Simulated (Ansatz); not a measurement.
The system is NiMoIrPdW.

```
CELL_PARAMETERS angstrom
-1.37004 1.37004 9.71647
1.37004 -1.37004 9.71647
1.37004 1.37004 -9.71647
ATOMIC_POSITIONS crystal
Ni 0.19862 0.19862 0.00000
Mo 0.60922 0.60922 0.00000
Pd 0.79310 0.79310 0.00000
Ir 0.39944 0.39944 0.00000
W 0.99565 0.99565 0.00000
```

The cell was built by a generator and needn't be a form met in nature.

Program: Ansatz 0.2.0. Alike in all runs: potentials or basis Ansatz PAW; spin collinear, ferromagnetic start; cell as given; k mesh 13 × 13 × 13; smearing fermi-dirac 0.05 eV.

Problem. Order these runs on this cell by their pressure, lowest first.
A. level PBEsol; cutoff (eV) 420; points for each segment of the path 14
B. level PBE+U; U Ir d U = 2 eV, Mo d U = 2 eV, Ni d U = 2 eV, Pd d U = 2 eV, W d U = 2 eV; cutoff (eV) 420; hubbard projectors ortho-atomic (the default); double counting fll (the default)
C. level r2SCAN; cutoff (eV) 500; points for each segment of the path 14
D. level LDA; cutoff (eV) 420; points for each segment of the path 14

Solution. D (-14.7 GPa), A (-9.2 GPa), C (-5.5 GPa), B (0.3 GPa).

Caveats: the starting moments weren't kept; the PAW data sets come from PBE, with cores solved anew for the run's functional, which leaves a small shift of forces and pressure (some runs); the magnetic or orbital state may not be the lowest (some runs); the U is typed as a test and isn't derived for this compound (some runs).
